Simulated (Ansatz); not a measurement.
# Zr3Si2: the cost of one run

Computed with Ansatz 0.2.0 (DFT LDA, scalar-relativistic, plane waves, PAW, unless a step's input says otherwise).

## Step 1: Starting point

It takes space group P4/mbm (No. 127, tetragonal). The conventional cell has a = 7.103 Å, b = 7.103 Å, c = 3.714 Å, α = 90.00°, β = 90.00°, γ = 90.00°. Zr (site symmetry m2m) is surrounded by 6 Si at 2.77 to 2.83 Å. Around Zr (site symmetry 4/m) lie 4 Si at 2.82 Å and 8 Zr at 3.21 Å. Si (site symmetry m2m) has 1 Si at 2.45 Å and 8 Zr at 2.77 to 2.83 Å in its first shell of neighbours.

Structure file:

```
Zr Si
1.0
     7.10277    0.00000    0.00000
     0.00000    7.10277    0.00000
     0.00000    0.00000    3.71374
Zr Si
6 4
Direct
  0.17407 0.67407 0.50000
  0.82593 0.32593 0.50000
  0.32593 0.17407 0.50000
  0.67407 0.82593 0.50000
  0.00000 0.00000 0.00000
  0.50000 0.50000 0.00000
  0.62185 0.12185 0.00000
  0.37815 0.87815 0.00000
  0.87815 0.62185 0.00000
  0.12185 0.37815 0.00000
```

Source of the structure: the Materials Project (structure only).

(A quick probe on a coarse mesh, which set the mesh and smearing, is not shown.)

## Step 3: The relaxation

Input file input.yaml:

```yaml
crystal:
  lattice:
    - [7.10277134, 0.0, 0.0]
    - [0.0, 7.10277134, 0.0]
    - [0.0, 0.0, 3.71373656]
  atoms:
    - { symbol: Zr, position: [0.17407467, 0.67407467, 0.5] }
    - { symbol: Zr, position: [0.82592533, 0.32592533, 0.5] }
    - { symbol: Zr, position: [0.32592533, 0.17407467, 0.5] }
    - { symbol: Zr, position: [0.67407467, 0.82592533, 0.5] }
    - { symbol: Zr, position: [0.0, 0.0, 0.0] }
    - { symbol: Zr, position: [0.5, 0.5, 0.0] }
    - { symbol: Si, position: [0.62185435, 0.12185435, 0.0] }
    - { symbol: Si, position: [0.37814565, 0.87814565, 0.0] }
    - { symbol: Si, position: [0.87814565, 0.62185435, 0.0] }
    - { symbol: Si, position: [0.12185435, 0.37814565, 0.0] }
basis:
  ecutwfc: 420
kpoints:
  mp_grid: { grid: [6, 6, 10] }
hamiltonian:
  xc: lda
scf:
  occupations: { method: gaussian, width: 0.1 }
output:
  forces: true
  stress: true
  eigenvalues: true
  write_density: true
  write_potential: true
  elf: true
  volumetric_format: npy
relax:
  adjacent_minimum: "off"
  f_tol: 0.005
  max_steps: 80
  cell: { stress_tol: 0.05 }
```

The run is started by

```sh
ansatz run input.yaml --threads 4 --pin off --max-ram 12288MiB --backend cpu --events-out ev --progress --plain --runs-dir out
```

Q: Estimate wall time and peak memory on 4 threads of Oxide Virtual Turin-like (Zen 5), shared host.

About 54 s, with a peak of 0.93 GiB.
